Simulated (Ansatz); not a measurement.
# BGeH₅ (quintet): the correlation ladder, cc-pVDZ

One table from this session's results is given with a row withheld; the runs are named, their logs left out.

Program: Ansatz 0.2.0, Gaussian basis. Level of theory: cc-pVDZ, core rule «outside noble gas», up to 15 orbitals frozen. These are calculated values, not measurements.

Plan: UHF; CCSD(T) on ROHF; CCSD(T) on UHF; BCCD(T) on ROHF; CISD as a restricted active space (open shells left free, so some higher excitations enter); CCSDT(Q) on ROHF; CCSDT(Q) on UHF.

21 further runs of the same task are left out: 7 that didn't finish, 14 set aside as unsound or not needed. Runs told in other sessions of the task aren't counted.

### The geometry

The geometry is a PBE0/def2-TZVP stationary point (not a proven minimum) of the parent state, kept for this charge and spin. No spin-orbit coupling is included. The filled d shell of Ge may be among the frozen orbitals whatever the setting's name suggests.

7 atoms, charge 0, spin multiplicity 5.

Atoms are counted from 1 here; the program's logs count them from 0.

Bond lengths: Ge1–B2 2.205 Å, Ge1–H3 1.535 Å, Ge1–H4 1.535 Å, Ge1–H5 1.537 Å, B2–H6 1.202 Å, B2–H7 1.202 Å. Angles: B2–Ge1–H3 104.9°, B2–Ge1–H4 104.9°, B2–Ge1–H5 109.6°, H3–Ge1–H4 113.2°, H3–Ge1–H5 111.8°, H4–Ge1–H5 111.8°, Ge1–B2–H6 91.6°, Ge1–B2–H7 91.6°, H6–B2–H7 131.7°.

Set-up of the first run:

File in.yaml:

```yaml
crystal:
  periodic: [false, false, false]
  atoms:
    - {symbol: Ge, position_ang: [-0.009150, 0.000000, 0.305594]}
    - {symbol: B, position_ang: [0.133797, 0.000000, -1.895159]}
    - {symbol: H, position_ang: [0.709968, -1.282092, 0.749236]}
    - {symbol: H, position_ang: [0.709968, 1.282092, 0.749236]}
    - {symbol: H, position_ang: [-1.487565, 0.000000, 0.727212]}
    - {symbol: H, position_ang: [-0.354021, -1.096997, -1.961000]}
    - {symbol: H, position_ang: [-0.354021, 1.096997, -1.961000]}
basis:
  gaussian: {orbitals: cc-pVDZ}
magnetization: {spin_polarized: true, initial_magnetization: 4}
hamiltonian: {xc: hf}
output: {orbitals: {seedname: orbitals}}
```

On the command line:

```sh
> ansatz run in.yaml --threads 1 --pin off --events-out ev --progress --plain --max-ram 2393MiB
```

Steps of the session up to this table: UHF; CCSD(T) on ROHF; CCSD(T) on UHF; BCCD(T) on ROHF; CISD as a restricted active space (open shells left free, so some higher excitations enter); CCSDT(Q) on ROHF; CCSDT(Q) on UHF.

One of the session's tables, all rows but one given; the rest of the session is left out.

```
   method  from RCCSDT(Q) (kcal/mol)
      UHF                    +139.45
     RMP2                     +34.60
     UMP2                     +35.48
     CISD                     +18.79
    RCCSD                      +6.81
    UCCSD                      +6.66
 RCCSD(T)                      +2.10
 UCCSD(T)                          ?
  BCCD(T)                      +2.16
   RCCSDT                      +0.33
   UCCSDT                      +0.22
RCCSDT(Q)                          0
UCCSDT(Q)                      -0.15
```

**Question.** Estimate the row for UCCSD(T).

**Answer.** from RCCSDT(Q) (kcal/mol): +2.06. In the column «from RCCSDT(Q) (kcal/mol)» it lies between RCCSDT (+0.33) and RCCSD(T) (+2.10).

Left out of the table: ROHF (another determinant or state than the rows shown).

Limits of these values: Warnings: coupled cluster took another determinant than the lowest. Restricted and unrestricted rows rest on different reference determinants; a gap between their highest levels can come from leftover correlation error, from unlike frozen cores or from another state.
